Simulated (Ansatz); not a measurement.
# CH4Se: taking an electron away

One table from this session's results is given with a row withheld; the runs are named, their logs left out.

The runs use Ansatz 0.2.0, Gaussian basis; unrestricted cation, the program's frozen cores in correlated methods.

The runs, in order: UKS PBE-D4/def2-TZVPP; UKS r2SCAN-D4/def2-TZVPP; UKS PBE0-D4/def2-TZVPP; UKS B3LYP-D4/def2-TZVPP; UKS wB97X-V/def2-TZVPP; UKS wB97M-V/def2-TZVPP; UKS B2PLYP/def2-TZVPP; UHF-CCSD(T)/def2-TZVPP; UHF-CCSD(T)/def2-QZVPP; extrapolation to the limit; then −ε(HOMO) from the neutral's earlier runs with LDA (SPW92), PBE-D4, revPBE-D4, BLYP-D4, r2SCAN-D4, B97M-V, PBE0-D4, B3LYP-D4, r2SCANh-D4, r2SCAN0-D4, HSE06-D4, BHLYP-D4, CAM-B3LYP-D4, LC-ωPBE, ωB97X-V, ωB97M-V.

## The geometry

The geometry comes from an earlier relaxation with PBE0-D4 in a triple-zeta def2 set; it is a stationary point.

SMILES `C[SeH]`, 6 atoms, charge 0, spin multiplicity 1.

Atoms are counted from 1 here; the program's logs count them from 0.

Bond lengths: C1–Se2 1.949 Å, C1–H3 1.087 Å, C1–H4 1.089 Å, C1–H5 1.087 Å, Se2–H6 1.468 Å. Angles: Se2–C1–H3 110.6°, Se2–C1–H4 106.0°, Se2–C1–H5 110.6°, H3–C1–H4 109.3°, H3–C1–H5 110.9°, H4–C1–H5 109.3°, C1–Se2–H6 95.4°.

As a file:

```xyz
6
charge 0, multiplicity 1
C    -0.1344   -0.3535   -0.3938
Se    0.8543    0.2568    1.1707
H    -1.1979   -0.4132   -0.1748
H     0.2439   -1.3500   -0.6172
H     0.0513    0.3004   -1.2427
H     0.1827    1.5596    1.2578
```

The first run:

in.yaml reads:

```yaml
crystal:
  periodic: [false, false, false]
  atoms:
    - {symbol: C, position_ang: [-0.134368, -0.353467, -0.393802]}
    - {symbol: Se, position_ang: [0.854284, 0.256776, 1.170710]}
    - {symbol: H, position_ang: [-1.197889, -0.413244, -0.174821]}
    - {symbol: H, position_ang: [0.243897, -1.350030, -0.617243]}
    - {symbol: H, position_ang: [0.051337, 0.300393, -1.242677]}
    - {symbol: H, position_ang: [0.182750, 1.559572, 1.257843]}
basis:
  gaussian: {orbitals: def2-TZVPP}
total_charge: 1
magnetization: {spin_polarized: true, initial_magnetization: 1}
hamiltonian: {xc: pbe, dispersion: d4}
```

Run with:

```bash
$ ansatz run in.yaml --threads 2 --pin off --events-out ev --progress --plain --max-ram 32768MiB --backend cpu
```

Among the steps run: Cation, UKS PBE-D4/def2-TZVPP; Cation, UKS r2SCAN-D4/def2-TZVPP; Cation, UKS PBE0-D4/def2-TZVPP; Cation, UKS B3LYP-D4/def2-TZVPP; Cation, UKS wB97X-V/def2-TZVPP; Cation, UKS wB97M-V/def2-TZVPP; Cation, UKS B2PLYP (frozen core)/def2-TZVPP; Cation, UHF-CCSD(T)/def2-TZVPP; Cation, UHF-CCSD(T)/def2-QZVPP.

One of the session's tables, all rows but one given; the rest of the session is left out.

Orbital estimates, from the neutral's runs:

| functional | −ε(HOMO) (eV) |
| --- | --- |
| LDA (SPW92) | 5.44 |
| PBE-D4 | 5.32 |
| revPBE-D4 | 5.28 |
| BLYP-D4 | 5.17 |
| r2SCAN-D4 | 5.58 |
| B97M-V | 5.66 |
| PBE0-D4 | 6.49 |
| B3LYP-D4 | 6.27 |
| r2SCANh-D4 | ? |
| r2SCAN0-D4 | 6.66 |
| HSE06-D4 | 6.10 |
| BHLYP-D4 | 7.52 |
| CAM-B3LYP-D4 | 7.82 |
| LC-ωPBE | 9.20 |
| ωB97X-V | 8.84 |
| ωB97M-V | 8.70 |

Estimate the missing values for r2SCANh-D4.

Worked estimate for «−ε(HOMO) (eV)». Against the share of exact exchange, r2SCAN-D4 (0, 5.58), r2SCAN0-D4 (0.25, 6.66) give a slope of 4.32 per unit share; at 0.1 the line stands at 6.01.

The run gave: −ε(HOMO) (eV): 6.01. In «−ε(HOMO) (eV)» the line misses by 0.00.
